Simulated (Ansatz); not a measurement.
Ta3AsAu2O13:

```xyz
19
Lattice="5.2424 3.0267 4.1427 -5.2424 3.0267 4.1427 0.0000 -6.0534 4.1427" Properties=species:S:1:pos:R:3 pbc="T T T"
Ta   -1.7887    1.0327    4.2854
Ta    0.0000   -2.0655    4.2854
Ta    1.7887    1.0327    4.2854
As    0.0000    0.0000    6.9446
Au    0.0000    0.0000   12.0005
Au    0.0000    0.0000    9.3342
O    -1.3566    0.7832    6.1532
O     0.0000   -1.5665    6.1532
O     1.3566    0.7832    6.1532
O     2.5380   -0.6359    3.6068
O    -0.7183    2.5159    3.6068
O    -1.8197   -1.8800    3.6068
O     1.8197   -1.8800    3.6068
O    -2.5380   -0.6359    3.6068
O     0.7183    2.5159    3.6068
O    -3.3469    1.9323    4.0073
O     0.0000   -3.8647    4.0073
O     3.3469    1.9323    4.0073
O     0.0000    0.0000    3.8329
```

The cell was built by a generator and needn't be a form met in nature.

Base run:

- Program: Ansatz 0.2.0
- Functional: PBEsol
- Potentials or basis: Ansatz PAW
- Cutoff: 420 eV
- Density cutoff: 1680 eV
- k mesh: 4 × 4 × 4
- Occupations: fermi-dirac, width 0.05 eV
- Spin: no spin polarisation

Its results: band gap on the k mesh 1.02 eV, indirect (least direct gap 1.04 eV); pressure -3.0 GPa; largest force 0.388 eV/Å.

**Question.** The run is repeated on the same cell with these changes: functional from PBEsol to RPBE. What comes out?

**Answer.** Band gap on the k mesh 1.11 eV, indirect (least direct gap 1.15 eV); pressure 2.1 GPa; largest force 0.223 eV/Å.

RPBE binds less tightly than PBEsol, so the same cell stands under more pressure.

Caveats: spin-orbit coupling is left out, which moves the levels of the heavy elements; the PAW data sets come from PBE, with cores solved anew for the run's functional, which leaves a small shift of forces and pressure; the potentials were made for another functional, which shifts forces and pressure (some runs).

Not every run made on this cell is shown here.
